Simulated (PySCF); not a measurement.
# C₅H₉FGe: electronic excitations

Aim: predict the electronic excitations of C₅H₉FGe (`C[C]1=C(CF)[CH2][GeH2]1`).

The runs use PySCF 2.14.0, with density-fitted response routines of our own; the level of theory stands in each step. All values are computed, except where a source is named. Atoms count from 0, in the outputs and in this text.

### 1 The starting structure

16 atoms, charge 0, multiplicity 1; geometry from: GFN2-xTB.

Bonds of the start (Å): C0–C1 1.49, C1–C2 1.34, C2–C3 1.49, C3–F4 1.38, C2–C5 1.51, C5–Ge6 2.00, Ge6–C1 1.97, C0–H7 1.09, C0–H8 1.09, C0–H9 1.09, C3–H10 1.09, C3–H11 1.10, C5–H12 1.09, C5–H13 1.09, Ge6–H14 1.51, Ge6–H15 1.51.

### 2 TDDFT and polarisability: CAM-B3LYP/def2-SVPD

The job: settings as JSON, then the geometry in Å.

```
{"job": {"kind": "uv", "xc": "CAM-B3LYP", "basis": "def2-SVPD", "nstates": 8, "ntriplets": 3}, "charge": 0, "multiplicity": 1}
C     -1.421234    -1.507700     0.365744
C     -0.715036    -0.209479     0.185111
C      0.561129     0.032253    -0.144876
C      1.663052    -0.929697    -0.439621
F      2.802318    -0.602308     0.267015
C      0.779002     1.527134    -0.199794
Ge    -1.158409     1.711323     0.260079
H     -1.965100    -1.769103    -0.542754
H     -0.725018    -2.314306     0.591432
H     -2.144773    -1.431447     1.175607
H      1.403459    -1.956860    -0.163625
H      1.941472    -0.890155    -1.501263
H      1.107034     1.873626    -1.179620
H      1.505664     1.867364     0.536682
H     -1.563208     2.332451     1.576716
H     -2.077950     2.275849    -0.798242
```

Method: TDDFT CAM-B3LYP/def2-SVPD, vertical, gas phase, core orbitals frozen in the response.

Launch:

```console
> OMP_NUM_THREADS=1 python probes_run.py task.json out
```

This one command runs all jobs of the session in turn.

Standard output:

```text
coarse grid: 60864 points
cycle   1  E = -2372.1855426486  dE =  3.224e-01  |g| = 6.395e-01  |ddm| = 7.455e+00
cycle   2  E = -2372.1774713219  dE =  8.071e-03  |g| = 7.288e-01  |ddm| = 1.893e+00
cycle   3  E = -2372.2571302753  dE = -7.966e-02  |g| = 6.008e-02  |ddm| = 1.101e+00
cycle   4  E = -2372.2575921986  dE = -4.619e-04  |g| = 3.729e-02  |ddm| = 1.474e-01
cycle   5  E = -2372.2578118636  dE = -2.197e-04  |g| = 5.375e-03  |ddm| = 5.786e-02
cycle   6  E = -2372.2578171714  dE = -5.308e-06  |g| = 1.835e-03  |ddm| = 1.692e-02
final grid: 129032 points
cycle   7  E = -2372.2578077359  dE =  2.304e-07  |g| = 2.155e-03  |ddm| = 1.285e-02
cycle   8  E = -2372.2578069098  dE =  8.261e-07  |g| = 2.820e-03  |ddm| = 9.324e-03
cycle   9  E = -2372.2578089061  dE = -1.996e-06  |g| = 2.408e-04  |ddm| = 5.430e-03
cycle  10  E = -2372.2578089196  dE = -1.355e-08  |g| = 2.002e-05  |ddm| = 4.527e-04
cycle  11  E = -2372.2578089198  dE = -1.751e-10  |g| = 1.308e-05  |ddm| = 1.004e-04
converged SCF energy = -2372.2578089198

Static polarisability (au): isotropic 89.337, principal 69.825 91.296 106.891

Singlet excitations
state   eV       nm        f      main configurations
  1   6.3007    196.8   0.02068   H->L 0.62, H-1->L 0.12, H-1->L+2 0.10
  2   6.4293    192.8   0.05628   H-1->L+2 0.32, H->L 0.28, H-1->L 0.19
  3   6.5980    187.9   0.10913   H->L+2 0.50, H->L+1 0.23
  4   6.8145    181.9   0.00267   H->L+1 0.58, H->L+2 0.21, H->L+3 0.11
  5   6.9583    178.2   0.02045   H-2->L 0.41, H-2->L+2 0.40, H-2->L+1 0.08
  6   7.2367    171.3   0.02414   H-1->L 0.37, H-1->L+2 0.17, H-1->L+1 0.13
  7   7.3884    167.8   0.02191   H->L+3 0.63, H->L+1 0.09
  8   7.4610    166.2   0.12189   H-2->L+2 0.30, H-2->L 0.24, H-1->L+2 0.14

Triplet excitations (Tamm-Dancoff, eV): 4.2255 5.8806 6.2249
```

Run time: 2.1 min. Hardware: 1 thread of Arm Neoverse N1, shared host; peak memory 1.1 GiB.

The orbitals next to the gap, with their largest atomic shares:

```
orbital      eV                         atoms
 HOMO−3  -10.90  Ge6 37 %, H15 22 %, H14 21 %
 HOMO−2   -9.61    C5 31 %, Ge6 22 %, C2 12 %
 HOMO−1   -9.31    C1 30 %, Ge6 22 %, C5 14 %
   HOMO   -8.52      C2 31 %, C1 30 %, C5 8 %
   LUMO    0.87     Ge6 24 %, C1 13 %, C2 9 %
 LUMO+1    1.02    Ge6 36 %, C0 12 %, H14 7 %
 LUMO+2    1.09    Ge6 27 %, C1 18 %, C2 15 %
```

With each of the 8 states as a Gaussian band of 0.4 eV half-width at 1/e, the curve within the window shown has maxima at 189 nm (ε 7,500), 168 nm (ε 6,900) L/(mol cm). Beyond the last state computed it falls off for lack of states. The curve at chosen wavelengths:

(nm, ε (L/mol/cm)): (160, 3376), (162, 4706), (165, 6315), (167, 6823), (169, 6820), (171, 6433), (174, 5633), (176, 5273), (178, 5209), (181, 5675), (183, 6226), (185, 6798), (187, 7244), (190, 7442), (192, 7198), (194, 6677), (196, 5946), (199, 4646), (201, 3765), (203, 2948), (206, 1924), (208, 1394), (210, 982), (212, 674), (215, 365), (217, 236)

Leading natural transition orbitals of singlet state 8: the hole lies on C5 40 %; Ge6 21 %; H12, H13 about 7 % each; the particle on H14, H15 about 21 % each; Ge6 16 %; H12, H13 about 10 % each.

Leading natural transition orbitals of singlet state 1: the hole lies on C1, C2 about 33 % each; the particle on H14 17 %; Ge6 17 %; C1 15 %.

Further results of this job:

| property | computed |
| --- | --- |
| dipole moment (D) | 1.97 |
| polarisability (Å³) | 13.24 |
| HOMO–LUMO gap (eV) | 9.39 |
| −ε(HOMO) (eV) | 8.52 |

Orbitals, density, ELF and potential are computed afterwards from the orbital file.

Frontier orbitals at CAM-B3LYP/def2-SVPD, with the share of their density that lies nearest to each atom:

```csv
orbital,energy (eV),lies on
HOMO,-8.52,"C1, C2 about 34 % each"
LUMO,0.87,H14 15 %; C1 13 %; H15 12 %
```

ELF in a plane through or near 8 of the atoms.

Ten even steps from ' ' (0.00) to '@' (1.00):
```
                                                        
                                                        
                                                        
                                                        
                      ..::::::..                        
                ..----==**##**--      ..::..            
              ..--++##**::--++==    ::==++==..          
          ..::::..::**@@::--##**....--==++==::          
          ----..****::--==####==##**--====....          
          ::--..****..==--**::--%%##--::++..            
          ..::::....++%%--##@@**++**%%@@@@**..          
              ::==**%%##::..++::  --@@@@@@@@**          
                  ....++%%@@##--..  --##@@%%::          
                    --**--++::@@@@##                    
                  --%%@@##..==@@@@@@==                  
                ..++%%%%##====##@@@@==                  
                  ..====::    ..::..                    
                                                        
                                                        
                                                        
```
The map spans 11.1 Å across and 10.4 Å up, centred on the molecule. Atoms in the plane (x, y in Å): C0 (-0.2, -2.1), C1 (-0.4, -0.6), C2 (0.4, 0.4), C3 (1.9, 0.4), C5 (-0.4, 1.7), Ge6 (-2.0, 0.6), H8 (0.8, -2.3), H10 (2.3, -0.6).

log10 of the density (e/Å³) in the same plane.

Values, 10 rows by 14 columns:
```
-4.0 -4.0 -4.0 -4.0 -4.0 -4.0 -4.0 -4.0 -4.0 -4.0 -4.0 -4.0 -4.0 -4.0
-4.0 -4.0 -4.0 -4.0 -4.0 -3.4 -2.9 -2.9 -3.3 -4.0 -4.0 -4.0 -4.0 -4.0
-4.0 -4.0 -3.6 -3.0 -2.4 -1.8 -1.1 -1.1 -2.0 -2.6 -2.6 -3.2 -3.8 -4.0
-4.0 -3.2 -2.4 -1.7 -1.1 -0.6  0.2  0.0 -1.2 -1.0 -0.8 -1.7 -3.1 -4.0
-3.9 -2.6 -1.6 -0.5  1.6  0.4 -0.2  0.2  0.0  0.2 -0.1 -1.3 -2.9 -3.9
-4.0 -2.8 -1.9 -0.9 -0.2 -0.1  0.2  0.3 -0.2  0.2 -0.1 -1.6 -3.1 -4.0
-4.0 -3.8 -3.0 -2.4 -1.7 -0.9  0.1  0.0 -1.0 -1.1 -1.2 -2.2 -3.6 -4.0
-4.0 -4.0 -4.0 -3.3 -2.0 -0.8  0.2  0.2 -0.1 -1.6 -2.6 -3.5 -4.0 -4.0
-4.0 -4.0 -4.0 -3.9 -2.6 -1.7 -1.4 -1.6 -1.8 -2.6 -3.6 -4.0 -4.0 -4.0
-4.0 -4.0 -4.0 -4.0 -3.9 -3.3 -3.1 -3.2 -3.5 -4.0 -4.0 -4.0 -4.0 -4.0
```
The map spans 11.1 Å across and 10.4 Å up, centred on the molecule. Atoms in the plane (x, y in Å): C0 (-0.2, -2.1), C1 (-0.4, -0.6), C2 (0.4, 0.4), C3 (1.9, 0.4), C5 (-0.4, 1.7), Ge6 (-2.0, 0.6), H8 (0.8, -2.3), H10 (2.3, -0.6).

On the surface of density 0.002 e/bohr³ the electrostatic potential runs, from the 1st to the 99th percentile, from -1.13 V near F4 to 1.07 V near Ge6.

### 3 Results

| quantity | value |
| --- | --- |
| lowest singlet (CAM-B3LYP/def2-SVPD) | 6.30 eV (197 nm), f = 0.021 |
| brightest single state of those computed | state 8, 7.46 eV, f = 0.122 |
| lowest triplet | 4.23 eV |
| surface potential, 1st and 99th percentile | -1.13 V and 1.07 V |

What this shows: The first singlet state (HOMO→LUMO 0.62, HOMO−1→LUMO 0.12) lies at 6.30 eV and is weak; of the 8 states computed, the strongest absorption comes from state 8 at 7.46 eV (the last computed, so partners may be missing). The lowest triplet lies 2.08 eV below the lowest singlet (triplets in Tamm-Dancoff, singlets in full TDDFT).
